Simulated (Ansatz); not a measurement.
## LuBe: band structure with BLYP

The system is LuBe.

```
CELL_PARAMETERS angstrom
3.32037 0.00000 0.00000
0.00000 3.32037 0.00000
0.00000 0.00000 3.32037
ATOMIC_POSITIONS crystal
Lu 0.00000 0.00000 0.00000
Be 0.50000 0.50000 0.50000
```

The cell was built by a generator and needn't be a form met in nature.

| Quantity | Value |
| --- | --- |
| Program | Ansatz 0.2.0 |
| Task | band structure |
| Functional | BLYP |
| Potentials or basis | Ansatz PAW |
| Cutoff | 420 eV (not typed: the program's choice for these potentials) |
| k mesh | 8 × 8 × 8 |
| Occupations | fermi-dirac, width 0.05 eV |
| Spin | no spin polarisation |
| Path | [["G", "X", "M", "G", "R", "X"], ["M", "R"]] |
| Points for each segment of the path | 14 |

| Quantity | Value |
| --- | --- |
| Pressure | 1.7 GPa |
| Band gap on the k mesh | none (metal or under the smearing width) |

Levels at the corners of the path, in eV from the Fermi level:
| point | band 10 | band 11 | band 12 | band 13 | band 14 | band 15 | band 16 | band 17 | band 18 | band 19 |
| --- | --- | --- | --- | --- | --- | --- | --- | --- | --- | --- |
| Γ | -4.73 | -4.73 | -4.70 | 0.03 | 0.03 | 4.36 | 4.36 | 4.36 | 5.65 | 5.65 |
| X | -4.68 | -4.68 | -4.06 | -3.04 | 0.97 | 1.68 | 1.68 | 6.04 | 7.13 | 8.83 |
| M | -4.69 | -4.68 | -3.34 | -0.22 | -0.22 | -0.11 | 3.53 | 3.53 | 6.09 | 7.53 |
| Γ | -4.73 | -4.73 | -4.70 | 0.03 | 0.03 | 4.36 | 4.36 | 4.36 | 5.65 | 5.65 |
| R | -4.70 | -4.70 | -2.13 | -2.13 | -2.13 | 1.78 | 6.21 | 6.21 | 6.21 | 7.72 |
| X | -4.68 | -4.68 | -4.06 | -3.04 | 0.97 | 1.68 | 1.68 | 6.04 | 7.13 | 8.83 |
| M | -4.69 | -4.68 | -3.34 | -0.22 | -0.22 | -0.11 | 3.53 | 3.53 | 6.09 | 7.53 |
| R | -4.70 | -4.70 | -2.13 | -2.13 | -2.13 | 1.78 | 6.21 | 6.21 | 6.21 | 7.72 |

Wall time 1.7 s on 2 threads of Intel(R) Xeon(R) Platinum 8488C (Sapphire Rapids) (shared host), peak memory 0.36 GiB.

Caveat: spin-orbit coupling is left out, which moves the levels of the heavy elements; the PAW data sets come from PBE, with cores solved anew for the run's functional, which leaves a small shift of forces and pressure.
